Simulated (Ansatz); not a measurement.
**FH2InO2: up Jacob's ladder to CCSD(T)**

How much do the methods differ for FH2InO2? The plan is to run it at one geometry with functionals of several rungs and with coupled cluster, and see how far each lands from CCSD(T) at the basis-set limit for the atomisation energy.

Program: Ansatz 0.2.0, Gaussian basis. Level of theory: functionals in def2-TZVPP, the program's frozen cores in correlated methods. These are calculated values, not measurements.

The runs, in order: PBE-D4, r2SCAN-D4, PBE0-D4, B3LYP-D4, ωB97X-V, ωB97M-V, B2PLYP; CCSD(T)/def2-TZVPP; CCSD(T)/def2-QZVPP; extrapolation to the limit.

**1. The relaxed structure**

All runs share one geometry, relaxed beforehand with PBE0-D4 in a triple-zeta def2 set. In takes the def2 core potential; no spin-orbit term is included.

SMILES `[OH][In]([OH])[F]`, 6 atoms, charge 0, spin multiplicity 1.

Atoms are counted from 1 here; the program's logs count them from 0.

Bond lengths: O1–In2 1.956 Å, O1–H5 0.962 Å, In2–O3 1.956 Å, In2–F4 1.954 Å, O3–H6 0.962 Å. Angles: In2–O1–H5 110.8°, O1–In2–O3 128.5°, O1–In2–F4 115.8°, O3–In2–F4 115.8°, In2–O3–H6 110.8°.

Geometry (Å):

```mol
FH2InO2
  3D, bonds by distance, orders not assigned

  6  5  0  0  0  0  0  0  0  0999 V2000
   -1.4865    0.9182    0.8596 O   0  0
    0.0117    0.0118   -0.0124 In  0  0
    0.5523   -1.8624    0.1353 O   0  0
    1.1115    1.1234   -1.1839 F   0  0
   -1.5177    1.8456    0.6065 H   0  0
    1.3287   -2.0367   -0.4050 H   0  0
  1  2  8  0
  2  3  8  0
  2  4  8  0
  1  5  8  0
  3  6  8  0
M  END
```

**2. PBE-D4 (GGA)**

File in.yaml:

```yaml
crystal:
  periodic: [false, false, false]
  atoms:
    - {symbol: O, position_ang: [-1.486456, 0.918217, 0.859632]}
    - {symbol: In, position_ang: [0.011700, 0.011803, -0.012423]}
    - {symbol: O, position_ang: [0.552297, -1.862355, 0.135276]}
    - {symbol: F, position_ang: [1.111490, 1.123442, -1.183910]}
    - {symbol: H, position_ang: [-1.517739, 1.845629, 0.606470]}
    - {symbol: H, position_ang: [1.328707, -2.036747, -0.405035]}
basis:
  gaussian: {orbitals: def2-TZVPP}
hamiltonian: {xc: pbe, dispersion: d4}
output: {forces: true, orbitals: {seedname: orbitals}}
```

On the command line:

```sh
$ ansatz run in.yaml --threads 2 --pin off --events-out ev --progress --plain --max-ram 32768MiB --backend cpu
```

After this run come: r2SCAN-D4 (meta-GGA); PBE0-D4 (hybrid); B3LYP-D4 (hybrid); ωB97X-V (range-separated); ωB97M-V (range-separated); B2PLYP (double hybrid); CCSD(T) in def2-TZVPP; CCSD(T) in def2-QZVPP.

Q: Predict the results of all the runs planned. Wanted: atomisation energy, CCSD(T)/CBS; farthest; mean size of error, hybrid; mean size of error, range-separated; gap, smallest and largest; T1 diagnostic; triples share of the correlation energy.

As calculated:

```
                               quantity                                 value
        atomisation energy, CCSD(T)/CBS                        472.5 kcal/mol
functionals within 4.7 kcal/mol (1.0 %)                                PBE-D4
                               farthest              PBE0-D4 (-19.5 kcal/mol)
             mean size of error, hybrid                         18.4 kcal/mol
    mean size of error, range-separated                          7.8 kcal/mol
              gap, smallest and largest  4.16 eV (PBE-D4), 11.45 eV (ωB97X-V)
                          T1 diagnostic                                0.0173
triples share of the correlation energy                                 3.3 %
```

In words: PBE-D4 is off by +3.6 kcal/mol. Double hybrids carry the basis error of their MP2 part in triple zeta, and no dispersion term here, so their miss is partly the set-up's. The reference freezes the cores and leaves out spin-orbit coupling and excitations past (T), and its outer-core shells are covered unevenly, so misses under about 4.7 kcal/mol can't be ranked. All levels share the lack of spin-orbit coupling, which lowers the free heavy atoms and so the true binding. Hartree-Fock recovers 61 % of the binding; the rest is correlation. The gap grows from 4.2 to 11.4 eV across the functionals, mostly with the share of exact exchange. Correlated methods include outer-core shells of In, which these sets cover unevenly.
